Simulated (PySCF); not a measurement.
**The bond of GaF, level by level**

Aim: find the lowest electronic state of GaF, scan its bond at several levels of theory, and get bond length, wavenumber and dissociation energy from each curve.

The runs use PySCF 2.14.0; Ga cc-pVTZ-PP with ECP10, F cc-pVTZ, scalar-relativistic core potentials.

### 1 Input

The job is set up so:

- atoms: Ga, F
- charge: 0
- basis: Ga cc-pVTZ-PP with ECP10, F cc-pVTZ
- Hamiltonian: scalar-relativistic core potentials
- basis functions: 69
- electrons treated: 30
- masses in u: 68.9256, 18.9984
- levels: PBE0, PBE, r²SCAN, TPSSh, BLYP, r²SCAN0, ωB97X, HF, MP2, SCS-MP2, CCSD, CCSD(T)
- grid: 80 radial by 434 angular points
- occupations: held fixed by the projection of orbital angular momentum
- dissociation limit: Ga + F, each in its ground configuration
- starting distance in angstrom: 1.820
- values of 2S to try: 0, 2

Launch:

```console
$ OMP_NUM_THREADS=1 python dia.py task.json out
```

After this run come: First curve: PBE0; Other states along the same grid; PBE (GGA); r²SCAN; TPSSh (hybrid meta-GGA); BLYP; r²SCAN0; ωB97X (range-separated hybrid); RHF (mean field); Adding correlation.

What does the calculation give? Wanted: for each run, Re; ωe; De; μ.

As calculated:

Lowest PBE0 solution found, without spin–orbit coupling: ¹Σ⁺ (singlet), closed shell. State 2 has its PBE0 minimum 3.99 eV higher. The other levels ran on the lowest alone.

```tsv
level	Re (Å)	ωe (cm⁻¹)	De (eV)	μ (D)
RHF	1.764	651	4.15	-2.21
RHF-MP2	1.777	646	6.32	n/a
RHF-SCS-MP2	1.780	640	6.12	n/a
RHF-CCSD	1.773	650	5.82	n/a
RHF-CCSD(T)	1.776	645	5.97	n/a
PBE	1.809	589	6.29	-2.24
BLYP	1.822	576	6.21	-2.38
r²SCAN	1.780	627	6.09	-2.08
TPSSh	1.792	613	6.00	-2.16
PBE0	1.785	620	5.92	-2.25
r²SCAN0	1.768	642	5.78	-2.15
ωB97X	1.787	622	6.19	-2.29
```

De is counted to Ga + F in their ground configurations. A positive dipole means Ga(−)F(+).

Differences from CCSD(T) in the same basis:

```tsv
level	Re (mÅ)	ωe (%)
RHF	-12	+0.9
RHF-MP2	+1	+0.1
RHF-SCS-MP2	+4	-0.8
RHF-CCSD	-3	+0.6
PBE	+33	-8.7
BLYP	+46	-10.7
r²SCAN	+4	-2.9
TPSSh	+15	-5.1
PBE0	+9	-4.0
r²SCAN0	-8	-0.5
ωB97X	+11	-3.6
```

What this shows: Judged by CCSD(T) in the same basis: best bond length RHF-MP2 (+1 mÅ), worst BLYP (+46 mÅ); best wavenumber RHF-MP2 (+0.1 %), worst BLYP (-10.7 %). PBE gives a bond that is too long and too soft, as GGAs tend to. Among the levels with a De in the table, it runs from 4.15 eV (RHF) to 6.32 eV (RHF-MP2).

Correlated steps freeze 5 core orbitals.
